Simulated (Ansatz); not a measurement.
# AlH6O3P: small, medium and large basis sets

How large a basis does AlH6O3P need? Two functionals are run in growing sets.

The runs use Ansatz 0.2.0, Gaussian basis; one geometry, several basis sets.

Plan: PBE0-D4/def2-SVP; ωB97M-V/def2-SVP; PBE0-D4/def2-QZVPP; ωB97M-V/def2-QZVPP; the functionals' def2-TZVPP values are taken from earlier runs.

### Step 1. The relaxed structure

An earlier PBE0-D4 in a triple-zeta def2 set relaxation fixed the geometry.

SMILES `[OH][Al-]([OH])([OH])[PH3+]`, 11 atoms, charge 0, spin multiplicity 1.

Atoms are counted from 1 here; the program's logs count them from 0.

Bond lengths: O1–Al2 1.712 Å, O1–H6 0.955 Å, Al2–O3 1.712 Å, Al2–O4 1.712 Å, Al2–P5 2.544 Å, O3–H7 0.955 Å, O4–H8 0.955 Å, P5–H9 1.410 Å, P5–H10 1.410 Å, P5–H11 1.410 Å. Angles: Al2–O1–H6 120.8°, O1–Al2–O3 118.2°, O1–Al2–O4 118.2°, O1–Al2–P5 97.8°, O3–Al2–O4 118.2°, O3–Al2–P5 97.8°, O4–Al2–P5 97.8°, Al2–O3–H7 120.8°, Al2–O4–H8 120.8°, Al2–P5–H9 119.0°, Al2–P5–H10 119.1°, Al2–P5–H11 119.1°, H9–P5–H10 98.4°, H9–P5–H11 98.4°, H10–P5–H11 98.4°.

As a file:

```xyz
11
charge 0, multiplicity 1
O    -1.7450    0.4170    0.9553
Al   -0.2896   -0.4535    0.7212
O     1.0287   -0.1184    1.7608
O    -0.3815   -2.0062    0.0060
P     0.5475    0.8169   -1.3178
H    -1.8426    1.0170    1.6924
H     1.6567   -0.8012    1.9896
H    -1.2275   -2.4060   -0.1876
H     0.8495    2.1881   -1.1931
H     1.7400    0.3996   -1.9429
H    -0.2707    0.8898   -2.4633
```

### Step 2. PBE0-D4 in def2-SVP

in.yaml reads:

```yaml
crystal:
  periodic: [false, false, false]
  atoms:
    - {symbol: O, position_ang: [-1.745027, 0.416979, 0.955309]}
    - {symbol: Al, position_ang: [-0.289598, -0.453536, 0.721180]}
    - {symbol: O, position_ang: [1.028734, -0.118439, 1.760807]}
    - {symbol: O, position_ang: [-0.381540, -2.006233, 0.005958]}
    - {symbol: P, position_ang: [0.547495, 0.816876, -1.317775]}
    - {symbol: H, position_ang: [-1.842602, 1.016991, 1.692428]}
    - {symbol: H, position_ang: [1.656692, -0.801216, 1.989630]}
    - {symbol: H, position_ang: [-1.227473, -2.406044, -0.187646]}
    - {symbol: H, position_ang: [0.849478, 2.188111, -1.193089]}
    - {symbol: H, position_ang: [1.740008, 0.399620, -1.942864]}
    - {symbol: H, position_ang: [-0.270667, 0.889792, -2.463340]}
basis:
  gaussian: {orbitals: def2-SVP}
hamiltonian: {xc: pbe0, dispersion: d4}
output: {orbitals: {seedname: orbitals}}
```

Run with:

```console
$ ansatz run in.yaml --threads 4 --pin off --events-out ev --progress --plain --max-ram 10444MiB
```

After this run come: ωB97M-V in def2-SVP; PBE0-D4 in def2-QZVPP; ωB97M-V in def2-QZVPP.

Q: Predict the results of all the runs planned. Wanted: PBE0-D4: double and triple zeta above quadruple; ωB97M-V: double and triple zeta above quadruple.

The runs gave:

| quantity | value |
| --- | --- |
| PBE0-D4: double and triple zeta above quadruple | 14.61, 0.91 eV |
| ωB97M-V: double and triple zeta above quadruple | 14.74, 0.87 eV |

PBE0-D4 gains 13.70 eV from double to triple zeta, then 0.91 eV more. Total energies overstate the basis error of differences, where much of it tends to cancel. The LUMO of ωB97M-V is positive and keeps falling with the basis (2.28 to 1.09 eV): an unbound level that the basis holds in place.
